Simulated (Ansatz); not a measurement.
# Ta: an axial (c/a) deformation path

An exercise on one series of results from a longer session: the logs are not shown, and one member is left open.

This is Ta in the hcp structure; at room conditions it is bcc.

Computed with Ansatz 0.2.0 (DFT r2SCAN, scalar-relativistic, plane waves, PAW, unless a step's input says otherwise).

## The structure to begin with

Symmetry: P6_3/mmc, No. 194, hexagonal system. Conventional cell: a = 2.900 Å, b = 2.900 Å, c = 5.166 Å, α = 90.00°, β = 90.00°, γ = 120.00°. Ta (site symmetry -6m2) has 12 Ta at 2.90 to 3.08 Å as nearest neighbours.

As a file:

```
CELL_PARAMETERS angstrom
2.90037 0.00000 0.00000
-1.45019 2.51180 0.00000
0.00000 0.00000 5.16627
ATOMIC_POSITIONS crystal
Ta 0.66667 0.33333 0.75000
Ta 0.33333 0.66667 0.25000
```

It goes back to an entry of the Materials Project, which need not be the stable form.

The cell is taken as given, not relaxed at this level.

## Zero of energy

The reference gives a free energy of -19888.0341 eV, pressure -3.31 GPa, largest force 0.000 eV/Å and gap on the mesh none (metal). It was computed beforehand with the settings of the runs below.

Set-up of the first run:

At fixed volume and fractional coordinates, lengths along (0.000, 0.000, 1.000) are scaled against those across it; ρ is that ratio over its starting value.

input.yaml

```yaml
crystal:
  lattice:
    - [3.0618276416, 0.0, 0.0]
    - [-1.5309138208, 2.6516205196, 0.0]
    - [0.0, 0.0, 4.6357860716]
  atoms:
    - { symbol: Ta, position: [0.6666666667, 0.3333333333, 0.75] }
    - { symbol: Ta, position: [0.3333333333, 0.6666666667, 0.25] }
basis:
  ecutwfc: 500
kpoints:
  mp_grid: { grid: [24, 24, 10] }
hamiltonian:
  xc: r2scan
scf:
  occupations: { method: gaussian, width: 0.15 }
output:
  forces: true
  stress: true
  eigenvalues: true
  write_density: true
  write_potential: true
  elf: true
  volumetric_format: npy
```

The run is started by

```bash
$ ansatz run input.yaml --threads 1 --pin off --max-ram 2560MiB --backend cpu --events-out ev --progress --plain --runs-dir out
```

Steps of the session up to this table: ρ = 0.850; At ρ = 1.200; At ρ = 0.920; At ρ = 1.100; ρ = 0.960; Point ρ = 1.050; At ρ = 0.800; Point ρ = 1.300.

One of the session's tables, all rows but one given; the rest of the session is left out.

It belongs to the step «The scan collected». The scan, with free energies counted from the undisturbed cell:

```
    ρ  ΔE (meV/atom)  pressure (GPa)
0.800          181.1            -1.8
0.850          126.7            -2.8
0.920           43.3            -3.4
0.960           10.3            -3.5
1.000            0.0            -3.3
1.050              ?               ?
1.100           85.2            -0.9
1.200          308.3             4.2
1.300          643.8            12.5
```

**Question.** Estimate the row for ρ = 1.050.

Worked estimate for «ΔE (meV/atom)». A straight line through the neighbours (1.000, 0.0) and (1.100, 85.2) gives 0.0 + (85.2 − 0.0) × (1.050 − 1.000) / (1.100 − 1.000) = 42.6; a parabola fitted to 4 rows on both sides gives 25.2.

The run gave: ΔE (meV/atom): 23.7; pressure (GPa): -2.4. In «ΔE (meV/atom)» the line misses by +18.9 and the parabola by +1.5.
